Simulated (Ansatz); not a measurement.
# Two self-consistent states of RbVF3

Aim: solve RbVF3 (a crystal from a database, its volume scaled a little) from each of its saved states, at one geometry and mesh, and see which is lowest and how they differ.

Program: Ansatz 0.2.0. Level of theory: DFT, r2SCAN, plane waves, PAW. These are calculated values, not measurements.

**1. The structure**

It takes space group Pm-3m (No. 221, cubic). The conventional cell has a = 4.146 Å, b = 4.146 Å, c = 4.146 Å, α = 90.00°, β = 90.00°, γ = 90.00°. Rb (site symmetry m-3m) has 12 F at 2.93 Å as nearest neighbours. Around F (site symmetry 4/mmm) lie 2 V at 2.07 Å and 4 Rb at 2.93 Å. Around V (site symmetry m-3m) lie 6 F at 2.07 Å.

Coordinates:

```cif
data_structure
_symmetry_space_group_name_H-M 'P 1'
_symmetry_Int_Tables_number 1
_cell_length_a 5.8640
_cell_length_b 5.8640
_cell_length_c 5.8640
_cell_angle_alpha 60.000
_cell_angle_beta 60.000
_cell_angle_gamma 60.000
_cell_volume 142.58
loop_
_atom_site_label
_atom_site_type_symbol
_atom_site_fract_x
_atom_site_fract_y
_atom_site_fract_z
_atom_site_occupancy
Rb1 Rb 0.00000 0.00000 0.00000 1
Rb2 Rb 0.50000 0.50000 0.50000 1
F1 F 0.00000 0.50000 0.50000 1
F2 F 0.50000 0.00000 0.00000 1
F3 F 0.00000 0.50000 0.00000 1
F4 F 0.50000 0.00000 0.50000 1
F5 F 0.00000 0.00000 0.50000 1
F6 F 0.50000 0.50000 0.00000 1
V1 V 0.25000 0.25000 0.25000 1
V2 V 0.75000 0.75000 0.75000 1
```

The states: A, V9 up, V10 up (collinear spin); B, V9 up, V10 down (collinear spin). Each run reads its own saved solution as saved_state.

**2. State A: the run**

Input file input.yaml:

```yaml
crystal:
  lattice:
    - [4.14645711, 4.14645711, 0.0]
    - [0.0, 4.14645711, 4.14645711]
    - [4.14645711, 0.0, 4.14645711]
  atoms:
    - { symbol: Rb, position: [0.0, 0.0, 0.0], spin: 0.0 }
    - { symbol: Rb, position: [0.5, 0.5, 0.5], spin: 0.0 }
    - { symbol: F, position: [0.0, 0.5, 0.5], spin: 0.0 }
    - { symbol: F, position: [0.5, 0.0, 0.0], spin: 0.0 }
    - { symbol: F, position: [0.0, 0.5, 0.0], spin: 0.0 }
    - { symbol: F, position: [0.5, 0.0, 0.5], spin: 0.0 }
    - { symbol: F, position: [0.0, 0.0, 0.5], spin: 0.0 }
    - { symbol: F, position: [0.5, 0.5, 0.0], spin: 0.0 }
    - { symbol: V, position: [0.25, 0.25, 0.25], spin: 2.0 }
    - { symbol: V, position: [0.75, 0.75, 0.75], spin: 2.0 }
kpoints:
  mp_grid: { grid: [5, 5, 5], shift: [0, 0, 0] }
magnetization:
  spin_polarized: true
scf:
  occupations: { method: fermi_dirac }
  lower_state_search: "off"
  max_iter: 200
hamiltonian:
  pseudopotentials: { kind: paw }
  xc: r2scan
basis:
  ecutwfc: 500
  fft_grid_basis: typed
output:
  forces: true
  stress: true
  eigenvalues: true
  bader: true
  populations: true
  elf: true
  write_potential: true
  volumetric_format: npy
  dos:
    e_range: [-12, 8]
    de: 0.05
    projected: { site_lists: { F: [F], Rb: [Rb], V: [V] } }
checkpoint:
  read: saved_state
```

The program printed, cut to the lines that bear on the results:

```text
Warning: RAYON_NUM_THREADS=2 ignored (pool sized by the plan → 2); use --threads N
[...]
Pseudopotentials: kind: paw
Pseudopotential: Rb, paw, valence charge 9, recommended cutoff 500 eV (meta_gga), Rb.paw.azcp
Pseudopotential: F, paw, valence charge 7, recommended cutoff 500 eV (meta_gga), F.paw.azcp
Pseudopotential: V, paw, valence charge 13, recommended cutoff 500 eV (meta_gga), V.paw.azcp
Functional definition: r2SCAN
[...]
Crystal: 10 atoms, lattice volume = 142.581 Å³
Basis set: ecut = 500 eV, 3695 PW (Γ), exchange–correlation on 180×180×180 points (64 copies of the dense FFT grid, shifted against one another)
Bands: 55, of which v1, the nominal top of the filled ones, is band 43 counted from 1 (42 counted from 0)
Symmetry: 96 space group operations
Space group: Pm-3m (ITA 221), of the structure as read, at distance tolerance 5.2e-5 Å
Magnetic group: BNS 221.92 (UNI 1594), of the structure as read, at distance tolerance 5.2e-5 Å
k-points: 10 of 125
[...]
Starting moments: Σ|m| = 4 μB on 2 of 10 sites; this step starts from the density that it was given
[...]
SCF iter   1: F=-17262.107997 eV  HF=-17261.729412 eV  |F-HF|=3.79e-1  |Δ(HF+E_count)|=         —  Δρ=6.98e-3 (↑6.98e-3 ↓5.95e-3)  dr2=1.32e-2  dr2_τ=1.87e-2  dr2_m=1.05e-2  M=6.000 μB ∫|m|=6.078 μB  β_m=1.00  ethr=1.54e-5  ⟨swp⟩=2.1  Hψ=6123  notcnv=0
[...]
  atom   3  F      0.00000000    -0.00000000    -0.00000000
  atom   4  F      0.00000000    -0.00000000    -0.00000000
  atom   5  F      0.00000000     0.00000000    -0.00000000
  atom   6  F      0.00000000     0.00000000    -0.00000000
  atom   7  F      0.00000000    -0.00000000     0.00000000
  atom   8  F      0.00000000    -0.00000000     0.00000000
[...]
--- Stress (GPa, compression-positive) ---
        1.874177       0.000000      -0.000000
        0.000000       1.874177       0.000000
        0.000000      -0.000000       1.874177
  P = ⅓ Tr σ = 1.8742 GPa (18.742 kbar)
--- Band table (eV; the first three rows and the last of 20) ---
[...]
--- Löwdin populations: 10 sites ---
  site symbol       q [e]    m [muB]
     0     Rb      8.1376     0.0041
     1     Rb      8.1376     0.0041
     2      F      7.6379     0.0253
     3      F      7.6379     0.0253
     4      F      7.6379     0.0253
     5      F      7.6379     0.0253
     6      F      7.6379     0.0253
     7      F      7.6379     0.0253
     8      V     11.8151     2.9065
     9      V     11.8151     2.9065
  spilling = 0.003107 (of n_electrons = 86.000000)
--- Bader charges: 10 sites ---
  site symbol  charge [e]  shift [e]    m [muB]
     0     Rb      0.8953     0.0000     0.0104
     1     Rb      0.8953     0.0000     0.0104
     2      F     -0.8325     0.0007     0.0854
     3      F     -0.8326     0.0007     0.0854
     4      F     -0.8326     0.0007     0.0854
     5      F     -0.8325     0.0007     0.0854
     6      F     -0.8326     0.0007     0.0854
     7      F     -0.8325     0.0007     0.0854
     8      V      1.6023     0.0021     2.7336
     9      V      1.6023     0.0021     2.7336
  estimated error of the sums over rays = 4.9e-4 e
```

Run time: 52 s. Hardware: 2 threads of an x86-64 CPU, shared host; peak memory 1 GiB.

**3. State A: levels and charges**

Counts of states in windows (eV from the Fermi level; tetrahedra), total and projected:

```
 from    to  total    up  down    F p   V d
-10.0  -9.0   4.54  2.59  1.95   3.99  0.25
 -9.0  -8.0  15.69  8.22  7.46  14.16  0.90
 -8.0  -7.0  15.70  7.12  8.61  15.25  0.14
 -7.0  -6.0   0.00  0.00  0.00   0.00  0.00
 -6.0  -5.0   0.00  0.00  0.00   0.00  0.00
 -5.0  -4.0   0.00  0.00  0.00   0.00  0.00
 -4.0  -3.0   0.00  0.00  0.00   0.00  0.00
 -3.0  -2.0   0.34  0.34  0.00   0.00  0.34
 -2.0  -1.0   5.66  5.66  0.00   0.41  5.21
 -1.0   0.0   0.00  0.00  0.00   0.00  0.00
  0.0   1.0   0.00  0.00  0.00   0.00  0.00
  1.0   2.0   2.44  2.32  0.12   0.08  2.05
  2.0   3.0   9.64  1.98  7.68   0.50  8.16
```

On the mesh the valence top lies at -1.07 eV and the conduction bottom at 0.99 eV on this scale.

Gathered by element (positive charge: electrons given up): Löwdin charges also hold the electrons that the projection spills.

```
element  atoms  Bader charge (e)  Bader volume (Å³)  Löwdin charge (e)  Bader moment, size (μB)
     Rb      2             +0.90               21.8              +0.86                     0.01
      F      6             -0.83               13.2              -0.64                     0.09
      V      2             +1.60                9.9              +1.19                     2.73
```

The Löwdin projection spills 0.3 % of the electrons and depends on the orbitals chosen; where it disagrees with Bader's partition, neither is an observable.

The main site moments: V9 up, V10 up.

**4. Run from state B**

Input file input.yaml:

```yaml
crystal:
  lattice:
    - [4.14645711, 4.14645711, 0.0]
    - [0.0, 4.14645711, 4.14645711]
    - [4.14645711, 0.0, 4.14645711]
  atoms:
    - { symbol: Rb, position: [0.0, 0.0, 0.0] }
    - { symbol: Rb, position: [0.5, 0.5, 0.5] }
    - { symbol: F, position: [0.0, 0.5, 0.5] }
    - { symbol: F, position: [0.5, 0.0, 0.0] }
    - { symbol: F, position: [0.0, 0.5, 0.0] }
    - { symbol: F, position: [0.5, 0.0, 0.5] }
    - { symbol: F, position: [0.0, 0.0, 0.5] }
    - { symbol: F, position: [0.5, 0.5, 0.0] }
    - { symbol: V, position: [0.25, 0.25, 0.25], spin: 2.0 }
    - { symbol: V, position: [0.75, 0.75, 0.75], spin: -2.0 }
kpoints:
  mp_grid: { grid: [5, 5, 5], shift: [0, 0, 0] }
  band_path:
    path:
      - [0.0, 0.0, 0.0]
      - [0.5, 0.5, 0.0]
      - [1.0, 0.5, 0.5]
      - [0.0, 0.0, 0.0]
      - [1.0, 1.0, 1.0]
      - [0.5, 0.5, 0.0]
      - [1.0, 1.0, 1.0]
      - [1.0, 0.5, 0.5]
    npoints: 8
magnetization:
  spin_polarized: true
scf:
  occupations: { method: fermi_dirac }
  lower_state_search: "off"
  max_iter: 200
hamiltonian:
  pseudopotentials: { kind: paw }
  xc: r2scan
basis:
  ecutwfc: 500
  fft_grid_basis: typed
output:
  forces: true
  stress: true
  eigenvalues: true
  bader: true
  populations: true
  elf: true
  write_potential: true
  volumetric_format: npy
  dos:
    e_range: [-12, 8]
    de: 0.05
    projected: { site_lists: { F: [F], Rb: [Rb], V: [V] } }
checkpoint:
  read: saved_state
```

The program printed, cut to the lines that bear on the results:

```text
Warning: RAYON_NUM_THREADS=2 ignored (pool sized by the plan → 2); use --threads N
[...]
Pseudopotentials: kind: paw
Pseudopotential: Rb, paw, valence charge 9, recommended cutoff 500 eV (meta_gga), Rb.paw.azcp
Pseudopotential: F, paw, valence charge 7, recommended cutoff 500 eV (meta_gga), F.paw.azcp
Pseudopotential: V, paw, valence charge 13, recommended cutoff 500 eV (meta_gga), V.paw.azcp
Functional definition: r2SCAN
[...]
Crystal: 10 atoms, lattice volume = 142.581 Å³
Basis set: ecut = 500 eV, 3695 PW (Γ), exchange–correlation on 180×180×180 points (64 copies of the dense FFT grid, shifted against one another)
Bands: 55, of which v1, the nominal top of the filled ones, is band 43 counted from 1 (42 counted from 0)
Symmetry: 48 space group operations
Space group: Fm-3m (ITA 225), of the structure as read, at distance tolerance 5.2e-5 Å
[...]
--- Löwdin populations: 10 sites ---
  site symbol       q [e]    m [muB]
     0     Rb      8.1370     0.0000
     1     Rb      8.1370     0.0000
     2      F      7.6356    -0.0000
     3      F      7.6356    -0.0000
     4      F      7.6356    -0.0000
     5      F      7.6356    -0.0000
     6      F      7.6356    -0.0000
     7      F      7.6356    -0.0000
     8      V     11.8228     2.8891
     9      V     11.8228    -2.8891
  spilling = 0.003100 (of n_electrons = 86.000000)
--- Bader charges: 10 sites ---
  site symbol  charge [e]  shift [e]    m [muB]
     0     Rb      0.8953     0.0000     0.0000
     1     Rb      0.8954     0.0000     0.0000
     2      F     -0.8323     0.0007     0.0000
     3      F     -0.8323     0.0007     0.0000
     4      F     -0.8323     0.0007     0.0000
     5      F     -0.8324     0.0007     0.0000
     6      F     -0.8323     0.0007     0.0000
     7      F     -0.8324     0.0007     0.0000
     8      V      1.6017     0.0022     2.7156
     9      V      1.6017     0.0022    -2.7156
  estimated error of the sums over rays = 4.8e-4 e
```

Run time: 67 s. Hardware: 2 threads of an x86-64 CPU, shared host; peak memory 1.1 GiB.

**5. What state B looks like**

States per cell by energy window, from dos.tsv and pdos.tsv (tetrahedra; eV from the Fermi level):

```
 from    to  total    up  down    F p   V d
-10.0  -9.0   5.15  2.57  2.57   4.51  0.33
 -9.0  -8.0  15.88  7.96  7.96  14.41  0.85
 -8.0  -7.0  14.89  7.45  7.45  14.48  0.12
 -7.0  -6.0   0.00  0.00  0.00   0.00  0.00
 -6.0  -5.0   0.00  0.00  0.00   0.00  0.00
 -5.0  -4.0   0.00  0.00  0.00   0.00  0.00
 -4.0  -3.0   0.00  0.00  0.00   0.00  0.00
 -3.0  -2.0   0.00  0.00  0.00   0.00  0.00
 -2.0  -1.0   6.00  3.00  3.00   0.41  5.55
 -1.0   0.0   0.00  0.00  0.00   0.00  0.00
  0.0   1.0   0.00  0.00  0.00   0.00  0.00
  1.0   2.0   4.12  2.06  2.06   0.20  3.55
  2.0   3.0   7.82  3.92  3.92   0.35  6.43
```

On the mesh the valence top lies at -1.57 eV and the conduction bottom at 1.24 eV on this scale.

By element, from the tables in the log (a charge is positive for electrons lost): Löwdin charges also hold the electrons that the projection spills.

```
element  atoms  Bader charge (e)  Bader volume (Å³)  Löwdin charge (e)  Bader moment, size (μB)
     Rb      2             +0.90               21.8              +0.86                     0.00
      F      6             -0.83               13.2              -0.64                     0.00
      V      2             +1.60                9.9              +1.18                     2.72
```

Löwdin charges rest on a small set of atomic orbitals that misses 0.3 % of the electrons, so they need not add up to the cell's charge and can differ from Bader's even in sign.

The main site moments: V9 up, V10 down.

**6. Comparison**

```
state  free energy (meV/atom)  largest site moment (μB)  size of the net moment (μB/cell)  gap (eV)  pressure (GPa)  largest force (eV/Å)  SCF cycles
    A                     9.4                      2.26                              6.00      2.06             1.9                  0.00           9
    B                     0.0                      2.25                              0.00      2.80             1.4                  0.00           9
```

What this shows: State B wins by 9.4 meV per atom over A. Gaps that take in a band path and gaps read on the mesh alone aren't sampled alike. Every run converged, so convergence alone does not show that a state is the lowest.
